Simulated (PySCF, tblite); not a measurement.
# C₇H₁₁NO: geometry, infrared bands and NMR shifts

Wanted: the infrared bands and NMR shifts of C₇H₁₁NO (`CC[C@@H]1C=C[C@H]1NC=O`), by calculation.

The runs use tblite 0.8.0 and PySCF 2.14.0, with density-fitted response routines of our own; the level of theory stands in each step. All values are computed, except where a source is named. Atoms count from 0, in the outputs and in this text.

### Step 1. Starting geometry

20 atoms, charge 0, multiplicity 1; geometry from: force field or distance geometry start.

Bonds of the start (Å): C0–C1 1.53, C1–C2 1.54, C2–C3 1.53, C3–C4 1.35, C4–C5 1.50, C5–N6 1.48, N6–C7 1.38, C7–O8 1.22, C5–C2 1.55, C0–H9 1.11, C0–H10 1.09, C0–H11 1.09, C1–H12 1.09, C1–H13 1.10, C2–H14 1.11, C3–H15 1.07, C4–H16 1.09, C5–H17 1.10, N6–H18 1.01, C7–H19 1.10.

### Step 2. Geometry optimisation with GFN2-xTB

The job: settings as JSON, then the geometry in Å.

```
{"job": {"kind": "relax", "xc": "GFN2-xTB", "basis": "xTB"}, "charge": 0, "multiplicity": 1}
C     -2.007300    -0.241200     1.154200
C     -1.755900    -0.143000    -0.348600
C     -0.363900     0.454800    -0.608000
C      0.053500     0.431500    -2.082100
C      1.110900    -0.375400    -1.833100
C      0.865900    -0.446500    -0.349900
N      1.974700     0.217200     0.364600
C      2.039400     0.260900     1.740400
O      1.219800    -0.234600     2.502200
H     -3.031500    -0.615000     1.343500
H     -1.313200    -0.921300     1.638100
H     -1.925400     0.738800     1.634800
H     -2.529500     0.481400    -0.787600
H     -1.834300    -1.146900    -0.786500
H     -0.302800     1.464700    -0.152400
H     -0.370800     0.871800    -2.957200
H      1.868800    -0.816200    -2.477500
H      0.656300    -1.451900     0.045900
H      2.709400     0.682300    -0.141600
H      2.930900     0.799200     2.097700
```

Started as:

```console
OMP_NUM_THREADS=1 python probes_run.py task.json out
```

This one command runs all jobs of the session in turn.

**Question.** This job is followed by: GFN2-xTB harmonic vibrations, gas phase; GIAO PBE0/pcSseg-1 NMR shielding, non-relativistic, gas phase. What will the session give for the following? strongest single infrared mode (GFN2-xTB); zero-point energy (GFN2-xTB); 13C shifts against TMS (PBE0/pcSseg-1); 1H shifts against TMS (PBE0/pcSseg-1, means over atoms taken as alike); 15N shifts against NH3 (PBE0/pcSseg-1); 17O shifts against H2O (PBE0/pcSseg-1).

**Answer**, as computed:

| quantity | value |
| --- | --- |
| strongest single infrared mode (GFN2-xTB) | 1765 cm⁻¹, 568 km/mol |
| zero-point energy (GFN2-xTB) | 104.6 kcal/mol |
| 13C shifts against TMS (PBE0/pcSseg-1) | 160.6, 154.5, 143.5, 61.9, 54.8, 30.3, 14.2 ppm |
| 1H shifts against TMS (PBE0/pcSseg-1, means over atoms taken as alike) | 8.23, 6.63, 6.29, 4.82, 4.77, 2.24, 1.67, 1.22, 1.15 ppm |
| 15N shifts against NH3 (PBE0/pcSseg-1) | 151.3 ppm |
| 17O shifts against H2O (PBE0/pcSseg-1) | 419.1 ppm |

What this shows: The optimisation took 87 steps and gained 0.249 eV; among the close pairs (by a distance rule), C5–N6 changed most, from 1.477 to 1.438 Å. No mode is imaginary among the 54: a minimum at this level. The strongest single mode, at 1765 cm⁻¹, moves mainly C7 and O8. GFN2-xTB is a fitted tight-binding method: band positions and strengths are rough. Its intensities can rank the bands wrongly. The most deshielded carbon is C7 (amide carbonyl carbon), at 160.6 ppm: it is a carbonyl in resonance with an O or N lone pair, the region of acids, esters and amides. At PBE0/pcSseg-1: The largest span, 747 ppm, is at O8, where the paramagnetic term is -486 ppm.
